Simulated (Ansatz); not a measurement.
# C₂H₆O₃Si: up Jacob's ladder to CCSD(T)

One table from this session's results is given with a row withheld; the runs are named, their logs left out.

Program: Ansatz 0.2.0, Gaussian basis. Level of theory: functionals in def2-TZVPP, the program's frozen cores in correlated methods. These are calculated values, not measurements.

Levels to be run: PBE-D4, r2SCAN-D4, PBE0-D4, B3LYP-D4, ωB97X-V, ωB97M-V, B2PLYP; CCSD(T)/def2-TZVPP; MP2/def2-QZVPP; extrapolation to the limit.

### The geometry

All runs share one geometry, relaxed beforehand with PBE0-D4 in a triple-zeta def2 set.

SMILES `O=C[SiH](O)CO`, 12 atoms, charge 0, spin multiplicity 1.

Atoms are counted from 1 here; the program's logs count them from 0.

Bond lengths: O1–C2 1.211 Å, C2–Si3 1.924 Å, C2–H7 1.114 Å, Si3–O4 1.644 Å, Si3–C5 1.879 Å, Si3–H8 1.490 Å, O4–H9 0.965 Å, C5–O6 1.419 Å, C5–H10 1.094 Å, C5–H11 1.100 Å, O6–H12 0.962 Å. Angles: O1–C2–Si3 117.4°, O1–C2–H7 119.1°, Si3–C2–H7 123.6°, C2–Si3–O4 102.7°, C2–Si3–C5 112.4°, C2–Si3–H8 109.2°, O4–Si3–C5 107.5°, O4–Si3–H8 113.2°, C5–Si3–H8 111.7°, Si3–O4–H9 112.0°, Si3–C5–O6 110.4°, Si3–C5–H10 110.5°, Si3–C5–H11 110.7°, O6–C5–H10 107.1°, O6–C5–H11 111.8°, H10–C5–H11 106.1°, C5–O6–H12 107.9°.

Set-up of the first run:

File in.yaml:

```yaml
crystal:
  periodic: [false, false, false]
  atoms:
    - {symbol: O, position_ang: [-2.207453, -1.039693, -0.861004]}
    - {symbol: C, position_ang: [-1.213595, -0.493452, -1.284479]}
    - {symbol: Si, position_ang: [0.386289, -0.622509, -0.223905]}
    - {symbol: O, position_ang: [-0.139993, -1.392945, 1.129406]}
    - {symbol: C, position_ang: [1.032994, 1.061231, 0.301346]}
    - {symbol: O, position_ang: [0.082426, 1.720972, 1.123350]}
    - {symbol: H, position_ang: [-1.266532, 0.048545, -2.255921]}
    - {symbol: H, position_ang: [1.412688, -1.394953, -0.978253]}
    - {symbol: H, position_ang: [-1.043568, -1.718201, 1.031809]}
    - {symbol: H, position_ang: [1.200708, 1.697919, -0.572934]}
    - {symbol: H, position_ang: [2.008201, 0.965071, 0.801002]}
    - {symbol: H, position_ang: [-0.175066, 1.113015, 1.823382]}
basis:
  gaussian: {orbitals: def2-TZVPP}
hamiltonian: {xc: pbe, dispersion: d4}
output: {forces: true, orbitals: {seedname: orbitals}}
```

Run with:

```sh
ansatz run in.yaml --threads 4 --pin off --events-out ev --progress --plain --max-ram 10444MiB
```

Among the steps run: PBE-D4 (GGA); r2SCAN-D4 (meta-GGA); PBE0-D4 (hybrid); B3LYP-D4 (hybrid); ωB97X-V (range-separated); ωB97M-V (range-separated); B2PLYP (double hybrid); CCSD(T) in def2-TZVPP; MP2 in def2-QZVPP.

One table of the session follows, with a row left open; its other results are not shown here.

| method | atomisation energy (kJ/mol) |
| --- | --- |
| PBE-D4 | 4790.4 |
| r2SCAN-D4 | 4681.3 |
| PBE0-D4 | 4657.0 |
| B3LYP-D4 | 4659.4 |
| ωB97X-V | 4682.9 |
| ωB97M-V | 4688.2 |
| B2PLYP | 4617.6 |
| HF/def2-TZVPP | ? |
| MP2/def2-TZVPP | 4658.9 |
| CCSD/def2-TZVPP | 4457.4 |
| CCSD(T)/def2-TZVPP | 4541.5 |
| MP2/CBS | 4799.0 |
| CCSD(T)/CBS | 4681.6 |

Estimate the missing values for HF/def2-TZVPP.

The run gave: atomisation energy (kJ/mol): 3236.0. In the column «atomisation energy (kJ/mol)» it is the lowest.

To keep in mind: Free atoms (3 O, 2 C, 1 Si, 6 H) were run apart at each level; the atomisation energy is their sum less the molecule, without zero-point or spin-orbit terms.
